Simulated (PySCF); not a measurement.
# Ge2NH7: geometry, NMR shifts, spin-spin couplings, electronic excitations and core binding energies

Aim: predict the NMR shifts, spin-spin couplings, electronic excitations and core binding energies of Ge2NH7 (`[NH2][GeH2][GeH3]`).

Programs: PySCF 2.14.0, with density-fitted response routines of our own. Each step states its level of theory. These are calculated values for one molecule in the gas phase, unless marked as measured. Atoms are numbered from 0 throughout.

### Step 1. The starting structure

10 atoms, charge 0, multiplicity 1; geometry from: GFN2-xTB.

Bonds of the start (Å): N0–Ge1 1.82, Ge1–Ge2 2.37, N0–H3 1.01, N0–H4 1.01, Ge1–H5 1.53, Ge1–H6 1.51, Ge2–H7 1.50, Ge2–H8 1.50, Ge2–H9 1.50.

### Step 2. Relaxing the molecule at PBE0-D3(BJ)/def2-SVP

The job: settings as JSON, then the geometry in Å.

```
{"job": {"xc": "PBE0", "basis": "def2-SVP", "d3": "d3bj", "grid": 1, "kind": "geom"}, "charge": 0, "multiplicity": 1}
N      1.671131     0.753753     0.550725
Ge     0.606686    -0.669074     0.175383
Ge    -1.654382     0.041439     0.286589
H      2.669473     0.601044     0.528718
H      1.472426     1.614609     0.060152
H      0.952621    -1.334731    -1.154636
H      0.983276    -1.686109     1.222812
H     -2.650850    -1.034160    -0.021463
H     -1.986948     1.149592    -0.672050
H     -2.054551     0.568291     1.630007
```

**Question.** This job is followed by: GIAO PBE0/pcSseg-1 NMR shielding, non-relativistic, gas phase; B3LYP/pcJ-1 Ge:pcSseg-1 indirect spin-spin coupling, non-relativistic, gas phase; TDDFT B3LYP/def2-SVPD, vertical, gas phase, core orbitals frozen in the response; GIAO PBE/pcSseg-2 NMR shielding, non-relativistic, gas phase; delta-SCF UKS SCAN, pcX-2 on the ionised atom, pcseg-1 elsewhere, spin-free X2C. Predict these results of the whole session: point group; rotational constants (main isotopes); 1H shifts against TMS (PBE0/pcSseg-1, means over atoms taken as alike); 15N shifts against NH3 (PBE0/pcSseg-1); 73Ge shifts against GeMe4 (PBE0/pcSseg-1); largest coupling of the table (B3LYP/pcSseg-1+pcJ-1); lowest singlet (B3LYP/def2-SVPD); brightest single state of those computed; lowest triplet; vertical ionisation energy (ΔSCF); N1s binding energies, SCAN/pcX-2; range of the shift of Ge2.

The runs gave:

| quantity | value |
| --- | --- |
| point group | C1 |
| rotational constants (main isotopes) | 9.94, 1.71, 1.52 GHz |
| 1H shifts against TMS (PBE0/pcSseg-1, means over atoms taken as alike) | 4.95, 3.58, -0.51 ppm |
| 15N shifts against NH3 (PBE0/pcSseg-1) | -3.5 ppm |
| 73Ge shifts against GeMe4 (PBE0/pcSseg-1) | -120, -332 ppm |
| largest coupling of the table (B3LYP/pcSseg-1+pcJ-1) | 1J(N,H) N0–H3, -68.3 Hz |
| lowest singlet (B3LYP/def2-SVPD) | 5.72 eV (217 nm), f = 0.009 |
| brightest single state of those computed | state 8, 7.40 eV, f = 0.231 |
| lowest triplet | 5.39 eV |
| vertical ionisation energy (ΔSCF) | 9.40 eV |
| N1s binding energies, SCAN/pcX-2 | N0 404.46 eV |
| range of the shift of Ge2 | -347 to -332 ppm |

**Reading.** Relaxing lowered the energy by 0.143 eV in 3 steps; the close pair that moved most is Ge1–Ge2, from 2.373 to 2.419 Å. No frequency check was run at this level, so the end point may be a saddle. At PBE0/pcSseg-1: The widest tensor belongs to Ge1: span 319 ppm, with a paramagnetic part of -1306 ppm. Of the pairs tabulated at B3LYP/pcSseg-1+pcJ-1, N0–H3 (mean over like pairs) couples most strongly (-68.3 Hz; Fermi contact -64.5 Hz). The lowest singlet, at 5.72 eV, is HOMO→LUMO 0.96 and is weak; of the 10 states computed, the strongest absorption comes from states 7 to 8 together at 7.40 eV. The lowest triplet lies 0.33 eV below the lowest singlet (triplets in Tamm-Dancoff, singlets in full TDDFT). The orbital energy would give 7.14 eV for ionisation, ΔSCF gives 9.40 eV. Across the 2 runs the shift of Ge2 moves most, between -347 (PBE/pcSseg-2) and -332 ppm (PBE0/pcSseg-1). Spin-orbit coupling is left out, which matters for shieldings and couplings at and beside the heavy atoms.
